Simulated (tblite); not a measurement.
# C25H29IN: the cost of one run

Programs: tblite 0.8.0 and PySCF 2.14.0, with routines of our own; each step states its level. All values are computed. Atoms count from 0.

## Step 1: The system as given

56 atoms, charge 1, multiplicity 1; geometry from: force field, distance geometry or constructed start.

## Step 2: Geometry optimisation with GFN2-xTB

What the job is given:

```
{"job": {"kind": "relax", "xc": "GFN2-xTB", "basis": "xTB"}, "charge": 1, "multiplicity": 1}
C      8.098200     0.073200     0.053800
C      7.243600     1.253000    -0.487100
C      7.615500     1.510100    -1.957000
C      7.630100     2.516900     0.323100
C      5.748100     0.895100    -0.370600
C      5.246000    -0.236900    -1.060200
C      3.898900    -0.584400    -0.986900
C      3.020300     0.181100    -0.219400
I      0.975100    -0.330500    -0.146600
C     -1.074800    -0.837500    -0.070000
C     -1.546800    -1.926000    -0.792900
C     -2.902800    -2.251200    -0.767100
C     -3.842000    -1.504200     0.003200
C     -5.338400    -1.934200    -0.019100
C     -6.049900    -1.683900     1.342000
C     -5.507900    -3.450800    -0.309200
C     -6.076500    -1.154100    -1.122600
C     -3.337300    -0.340400     0.668000
C     -4.174400     0.639400     1.394000
C     -4.252500     0.594800     2.793600
C     -5.007100     1.564800     3.466400
N     -5.623700     2.553600     2.768400
C     -5.525500     2.642300     1.421300
C     -4.793600     1.686500     0.700600
C     -1.962500    -0.035600     0.636300
C      3.475700     1.306900     0.454700
C      4.832300     1.667000     0.382800
H      9.175700     0.325200     0.030300
H      7.813900    -0.154800     1.104200
H      7.950900    -0.842100    -0.549200
H      8.680300     1.811500    -2.056000
H      7.459300     0.607700    -2.581700
H      6.978700     2.329000    -2.373700
H      7.079700     3.402000    -0.035800
H      7.419800     2.370900     1.407600
H      8.717000     2.732400     0.225900
H      5.901300    -0.856900    -1.660000
H      3.539900    -1.452400    -1.522400
H     -0.858400    -2.528100    -1.376900
H     -3.196400    -3.092400    -1.365300
H     -5.394700    -2.004800     2.187900
H     -6.991200    -2.266700     1.424600
H     -6.350400    -0.632000     1.465700
H     -5.265300    -3.695300    -1.374000
H     -6.561000    -3.781800    -0.170800
H     -4.862800    -4.053400     0.355700
H     -7.133900    -1.485000    -1.196500
H     -6.075800    -0.065600    -0.918200
H     -5.587800    -1.324200    -2.107900
H     -3.752100    -0.186100     3.351800
H     -5.091400     1.519600     4.545700
H     -6.013300     3.448800     0.891600
H     -4.690100     1.782600    -0.372100
H     -1.586700     0.834600     1.148600
H      2.796900     1.910800     1.034400
H      5.134800     2.548800     0.928900
```

Run with:

```console
$ OMP_NUM_THREADS=2 python large_run.py task.json out
```

One launch serves the whole session: the jobs run in the order shown.

**Question.** How long does this first job take on 2 threads of Arm Neoverse V1, shared host, and how much memory does it need?

About 10 s, with a peak of 0.18 GiB.
